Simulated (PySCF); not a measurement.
# C4H12Sn (SnMe4): the cost of one run

Programs: PySCF 2.14.0, with routines of our own; each step states its level. All values are computed. Atoms count from 0.

## 1. The starting structure

17 atoms, charge 0, multiplicity 1; geometry from: GFN2-xTB.

## 2. NMR shieldings: PBE0/pcJ-1 Sn:dyall-v2z, spin–orbit

What the job is given:

```
{"job": {"xc": "PBE0", "basis": {"default": "pcJ-1", "Sn": "dyall-v2z"}, "rel": "so", "kind": "hnmr"}, "charge": 0, "multiplicity": 1}
Sn     0.000160     0.000310     0.000200
C     -0.001090    -0.015540     2.194810
H     -1.014220     0.055430     2.572980
H      0.567870     0.822720     2.579390
H      0.441110    -0.931170     2.569370
C      2.067510     0.005090    -0.731440
H      2.086900    -0.096750    -1.810280
H      2.625000    -0.817210    -0.298520
H      2.561250     0.932550    -0.465020
C     -1.033540     1.797610    -0.718940
H     -0.935450     1.887160    -1.794670
H     -0.612700     2.685510    -0.261440
H     -2.088270     1.752920    -0.473460
C     -1.031880    -1.788190    -0.744120
H     -2.016230    -1.869360    -0.298390
H     -0.470210    -2.682370    -0.499720
H     -1.146210    -1.738690    -1.820760
```

With the program's defaults for keys left out, this is: PBE0/pcJ-1 Sn:dyall-v2z GIAO NMR shielding, X2C with spin-orbit coupling, screened-nuclear two-electron part, Gaussian nuclei, gas phase.

The run is started by

```
> OMP_NUM_THREADS=1 python heavy_run.py task.json out
```

One launch serves the whole session: the jobs run in the order shown.

**Question.** How long does this first job take on 1 thread of Arm Neoverse V2, shared host, and how much memory does it need?

About 5.9 min, with a peak of 2.1 GiB.
